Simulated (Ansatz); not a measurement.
# In11P12 zinc blende off sphere (In₁₁P₁₂H₃₂+): one molecule under many settings, part 2 of 2

Ansatz 0.2.0, Gaussian basis; the settings change from run to run.

## Step 4: PBE0/def2-mTZVP

This run has unrestricted orbitals, density fitting with def2-universal-jkfit.

File in.yaml:

```yaml
crystal:
  periodic: [false, false, false]
  atoms:
    - {symbol: In, position_ang: [-5.067580, 1.659418, -0.441379]}
    - {symbol: In, position_ang: [-2.619283, -3.733853, 2.988908]}
    - {symbol: In, position_ang: [1.026314, -4.375434, -0.695349]}
    - {symbol: In, position_ang: [-2.050071, 2.100097, -3.752724]}
    - {symbol: In, position_ang: [1.376600, -1.229431, -3.881319]}
    - {symbol: In, position_ang: [-1.637172, -1.030034, -0.875734]}
    - {symbol: In, position_ang: [-1.339180, 1.810430, 2.602508]}
    - {symbol: In, position_ang: [1.356981, -1.265790, 1.863246]}
    - {symbol: In, position_ang: [1.346211, 1.693798, -0.760952]}
    - {symbol: In, position_ang: [4.550308, -0.929189, -0.655724]}
    - {symbol: In, position_ang: [3.941608, 2.622074, 3.127737]}
    - {symbol: P, position_ang: [-3.120835, -2.520907, 0.649765]}
    - {symbol: P, position_ang: [-3.240954, 0.587220, -2.067084]}
    - {symbol: P, position_ang: [-3.262179, 2.841306, 1.112832]}
    - {symbol: P, position_ang: [-0.119990, -2.546077, -2.260142]}
    - {symbol: P, position_ang: [-0.169302, -2.718955, 3.391022]}
    - {symbol: P, position_ang: [2.771981, -2.642503, 0.287697]}
    - {symbol: P, position_ang: [-0.386232, 0.457513, -4.943068]}
    - {symbol: P, position_ang: [-0.214827, 3.212999, -2.220439]}
    - {symbol: P, position_ang: [2.765852, 0.227068, -2.271294]}
    - {symbol: P, position_ang: [-0.217800, 0.370590, 0.705721]}
    - {symbol: P, position_ang: [2.796799, 0.226917, 3.455106]}
    - {symbol: P, position_ang: [2.833120, 3.192738, 0.736140]}
    - {symbol: H, position_ang: [-5.878707, 2.897494, -1.335599]}
    - {symbol: H, position_ang: [-5.636829, 0.311534, 0.491272]}
    - {symbol: H, position_ang: [-3.602578, -2.862384, 4.109192]}
    - {symbol: H, position_ang: [-2.351896, -5.385376, 2.576359]}
    - {symbol: H, position_ang: [1.804363, -5.536868, -1.708232]}
    - {symbol: H, position_ang: [-0.134429, -4.550349, 0.599756]}
    - {symbol: H, position_ang: [-2.870228, 3.216046, -4.784971]}
    - {symbol: H, position_ang: [2.214854, -2.044857, -5.155337]}
    - {symbol: H, position_ang: [-2.094572, 0.658296, 3.660078]}
    - {symbol: H, position_ang: [-0.169632, 3.050162, 2.959277]}
    - {symbol: H, position_ang: [5.745177, -1.726213, -1.612202]}
    - {symbol: H, position_ang: [4.689328, 0.265181, 0.616737]}
    - {symbol: H, position_ang: [5.590944, 2.296265, 2.754287]}
    - {symbol: H, position_ang: [3.068460, 3.653767, 4.200115]}
    - {symbol: H, position_ang: [-3.684299, -3.490294, -0.239438]}
    - {symbol: H, position_ang: [-4.292026, -1.711373, 0.809192]}
    - {symbol: H, position_ang: [-3.974279, -0.267718, -2.956796]}
    - {symbol: H, position_ang: [-4.017645, 3.704199, 1.969644]}
    - {symbol: H, position_ang: [-2.660149, 3.881614, 0.334375]}
    - {symbol: H, position_ang: [-1.042461, -3.220179, -3.127594]}
    - {symbol: H, position_ang: [0.683112, -3.788976, 3.811358]}
    - {symbol: H, position_ang: [-0.195847, -2.005475, 4.632143]}
    - {symbol: H, position_ang: [3.504247, -3.399710, 1.263880]}
    - {symbol: H, position_ang: [-1.226720, -0.341433, -5.783481]}
    - {symbol: H, position_ang: [0.253242, 1.196127, -5.991235]}
    - {symbol: H, position_ang: [0.574351, 4.103277, -3.016030]}
    - {symbol: H, position_ang: [-0.827529, 4.191108, -1.374544]}
    - {symbol: H, position_ang: [3.454517, 1.171181, -3.102847]}
    - {symbol: H, position_ang: [2.023429, 0.294698, 4.658972]}
    - {symbol: H, position_ang: [3.810647, -0.658305, 3.942943]}
    - {symbol: H, position_ang: [2.078936, 4.403645, 0.853035]}
    - {symbol: H, position_ang: [3.843910, 3.684882, -0.149730]}
basis:
  gaussian: {orbitals: def2-mTZVP, fitting: {mean_field: def2-universal-jkfit}}
total_charge: 1
magnetization: {spin_polarized: true, initial_magnetization: 0}
hamiltonian: {xc: {name: PBE0}}
scf: {omitted_lower_state_checks: [starts]}
output: {forces: true}
```

Run with:

```sh
ansatz run in.yaml --threads 5 --pin off --events-out ev --progress --plain --max-ram 66560MiB --backend cuda --devices 0, --max-vram 37GiB
```

What it wrote:

```text
Functional definition: PBE0
  name "PBE0"
  cite "Adamo & Barone, J. Chem. Phys. 110, 6158 (1999) doi:10.1063/1.478522"
  cite "Perdew, Burke & Ernzerhof, Phys. Rev. Lett. 77, 3865 (1996) doi:10.1103/PhysRevLett.77.3865"
  parent pbe
  parameter a = 0.25
  parameter kappa = 0.804
  parameter beta = 0.06672455060314922
  exchange = (1 - a)*pbe_x(kappa = kappa, mu = beta*pi^2/3) + a*exact_x
  correlation = pbe_c(beta = beta)
these checks for a lower state are left out or cut short: starts
4510 factors; integrals over basis functions are off by at most 6.3e-1 eV
mean field evaluation 1: about -168853.6488 eV, gradient 4.1e1 eV
mean field evaluation 2: about -168849.9042 eV, gradient 5.0e1 eV
mean field evaluation 4: about -168863.3009 eV, gradient 4.0e0 eV
mean field evaluation 8: about -168863.4087 eV, gradient 3.1e-1 eV
mean field evaluation 16: about -168863.4093 eV, gradient 1.1e-4 eV
mean field -168863.40933853 eV, -6205.6158334612 hartree, gradient 1.8e-5 eV, S^2 0.000000; 0 other end points of the search recorded, 0 dependent functions left out
the calculation of the forces begins
reference -168863.40947020 eV, -6205.6158383000 hartree; 221, 221 occupied and 535, 535 virtual orbitals, 4510 factors
Total energy: -168863.40947020 eV, -6205.6158383000 hartree
Atom 0 at    -5.067580     1.659418    -0.441379 Å, force     0.106124     0.017787     0.007491 eV/Å
Atom 1 at    -2.619283    -3.733853     2.988908 Å, force     0.047725     0.079933    -0.047780 eV/Å
Atom 2 at     1.026314    -4.375434    -0.695349 Å, force     0.068558     0.087307    -0.085043 eV/Å
Atom 3 at    -2.050071     2.100097    -3.752724 Å, force     0.073661    -0.061456     0.061421 eV/Å
Atom 4 at     1.376600    -1.229431    -3.881319 Å, force    -0.033751     0.035903     0.046573 eV/Å
Atom 5 at    -1.637172    -1.030034    -0.875734 Å, force    -0.079139    -0.027160     0.064846 eV/Å
Atom 6 at    -1.339180     1.810430     2.602508 Å, force    -0.110275     0.009690    -0.119491 eV/Å
Atom 7 at     1.356981    -1.265790     1.863246 Å, force    -0.014844     0.001091     0.083016 eV/Å
Atom 8 at     1.346211     1.693798    -0.760952 Å, force     0.027159     0.066444     0.022734 eV/Å
Atom 9 at     4.550308    -0.929189    -0.655724 Å, force    -0.093958    -0.080829    -0.089823 eV/Å
Atom 10 at     3.941608     2.622074     3.127737 Å, force    -0.080851    -0.040836    -0.054149 eV/Å
Atom 11 at    -3.120835    -2.520907     0.649765 Å, force    -0.354835    -0.035073    -0.160632 eV/Å
Atom 12 at    -3.240954     0.587220    -2.067084 Å, force    -0.104139    -0.134649    -0.223458 eV/Å
Atom 13 at    -3.262179     2.841306     1.112832 Å, force    -0.067579     0.362808     0.076655 eV/Å
Atom 14 at    -0.119990    -2.546077    -2.260142 Å, force    -0.168011    -0.058585    -0.170313 eV/Å
Atom 15 at    -0.169302    -2.718955     3.391022 Å, force     0.196006    -0.076211     0.333434 eV/Å
Atom 16 at     2.771981    -2.642503     0.287697 Å, force     0.078085    -0.089294     0.299539 eV/Å
Atom 17 at    -0.386232     0.457513    -4.943068 Å, force    -0.078324     0.004960    -0.426324 eV/Å
Atom 18 at    -0.214827     3.212999    -2.220439 Å, force     0.046553     0.370391    -0.024441 eV/Å
Atom 19 at     2.765852     0.227068    -2.271294 Å, force     0.088755     0.178577    -0.130616 eV/Å
Atom 20 at    -0.217800     0.370590     0.705721 Å, force     0.120368    -0.037742    -0.044092 eV/Å
Atom 21 at     2.796799     0.226917     3.455106 Å, force     0.067824    -0.200187     0.349106 eV/Å
Atom 22 at     2.833120     3.192738     0.736140 Å, force     0.034261     0.334867    -0.199566 eV/Å
Atom 23 at    -5.878707     2.897494    -1.335599 Å, force     0.062103    -0.116551     0.080635 eV/Å
Atom 24 at    -5.636829     0.311534     0.491272 Å, force     0.013785     0.120649    -0.086155 eV/Å
Atom 25 at    -3.602578    -2.862384     4.109192 Å, force     0.074905    -0.101858    -0.086420 eV/Å
Atom 26 at    -2.351896    -5.385376     2.576359 Å, force    -0.040108     0.136080     0.055287 eV/Å
Atom 27 at     1.804363    -5.536868    -1.708232 Å, force    -0.076943     0.078636     0.101881 eV/Å
Atom 28 at    -0.134429    -4.550349     0.599756 Å, force     0.099834    -0.011062    -0.102998 eV/Å
Atom 29 at    -2.870228     3.216046    -4.784971 Å, force     0.080210    -0.114064     0.097480 eV/Å
Atom 30 at     2.214854    -2.044857    -5.155337 Å, force    -0.081022     0.077168     0.116728 eV/Å
Atom 31 at    -2.094572     0.658296     3.660078 Å, force     0.075354     0.101867    -0.049366 eV/Å
Atom 32 at    -0.169632     3.050162     2.959277 Å, force    -0.100161    -0.099495    -0.018155 eV/Å
Atom 33 at     5.745177    -1.726213    -1.612202 Å, force    -0.083184     0.082880     0.097004 eV/Å
Atom 34 at     4.689328     0.265181     0.616737 Å, force     0.012033    -0.098342    -0.102027 eV/Å
Atom 35 at     5.590944     2.296265     2.754287 Å, force    -0.134738     0.043170     0.049842 eV/Å
Atom 36 at     3.068460     3.653767     4.200115 Å, force     0.101049    -0.075375    -0.077084 eV/Å
Atom 37 at    -3.684299    -3.490294    -0.239438 Å, force     0.130247     0.212518     0.197439 eV/Å
Atom 38 at    -4.292026    -1.711373     0.809192 Å, force     0.278532    -0.211207    -0.027457 eV/Å
Atom 39 at    -3.974279    -0.267718    -2.956796 Å, force     0.147803     0.175847     0.192088 eV/Å
Atom 40 at    -4.017645     3.704199     1.969644 Å, force     0.163992    -0.187838    -0.178073 eV/Å
Atom 41 at    -2.660149     3.881614     0.334375 Å, force    -0.144086    -0.221680     0.176465 eV/Å
Atom 42 at    -1.042461    -3.220179    -3.127594 Å, force     0.197238     0.132177     0.186451 eV/Å
Atom 43 at     0.683112    -3.788976     3.811358 Å, force    -0.197186     0.240591    -0.096777 eV/Å
Atom 44 at    -0.195847    -2.005475     4.632143 Å, force     0.003697    -0.167380    -0.288712 eV/Å
Atom 45 at     3.504247    -3.399710     1.263880 Å, force    -0.141973     0.144616    -0.211177 eV/Å
Atom 46 at    -1.226720    -0.341433    -5.783481 Å, force     0.198696     0.178209     0.197012 eV/Å
Atom 47 at     0.253242     1.196127    -5.991235 Å, force    -0.141563    -0.174357     0.254690 eV/Å
Atom 48 at     0.574351     4.103277    -3.016030 Å, force    -0.183516    -0.214109     0.187728 eV/Å
Atom 49 at    -0.827529     4.191108    -1.374544 Å, force     0.156655    -0.234948    -0.202105 eV/Å
Atom 50 at     3.454517     1.171181    -3.102847 Å, force    -0.143757    -0.204058     0.172754 eV/Å
Atom 51 at     2.023429     0.294698     4.658972 Å, force     0.183002    -0.011073    -0.280430 eV/Å
Atom 52 at     3.810647    -0.658305     3.942943 Å, force    -0.232073     0.206326    -0.113862 eV/Å
Atom 53 at     2.078936     4.403645     0.853035 Å, force     0.181988    -0.279809    -0.018774 eV/Å
Atom 54 at     3.843910     3.684882    -0.149730 Å, force    -0.230184    -0.115266     0.206999 eV/Å
Dipole moment:    -0.048591     0.741609    -0.414041 e Å
Checks for a lower state left out: starts
```

It took 27 s on 1 × H100 (card shared with other runs) with 5 threads of AMD EPYC 7R13, shared host; peak host memory 5.3 GiB.

Largest force 0.433 eV/Å, ⟨S²⟩ 0.000.

## Step 5: All runs side by side

```
             level  charge  multiplicity  geometry  functions  energy (eV)  time
rPW86-PBE/def2-SVP       1             1   relaxed        662  -169281.028  20 s
    BHLYP/def2-SVP       0             2    shaken        662  -168851.512  32 s
   PBE0/def2-mTZVP       1             1   relaxed        756  -168863.409  27 s
```

## Step 6: Outcome

This closing draws on all 2 parts.

```
                                         quantity                     value
                                             runs                         3
                                         quickest  rPW86-PBE/def2-SVP, 20 s
                                          slowest      BHLYP/def2-SVP, 32 s
spread of total energies, same state and geometry                  417.6 eV
```

In words: The times lie within a factor of two. Total energies at one charge and spin differ by 418 eV between levels, so only differences within one level mean anything. Some of these runs are scalar-relativistic and others not, which shifts the totals of all-electron atoms past neon by eV; core potentials, where a basis has them, take the core out of the total altogether. At the PBE-D4/def2-SVP geometry and in the same state, runs without warnings or point charges leave forces up to 0.43 eV/Å (PBE0/def2-mTZVP).
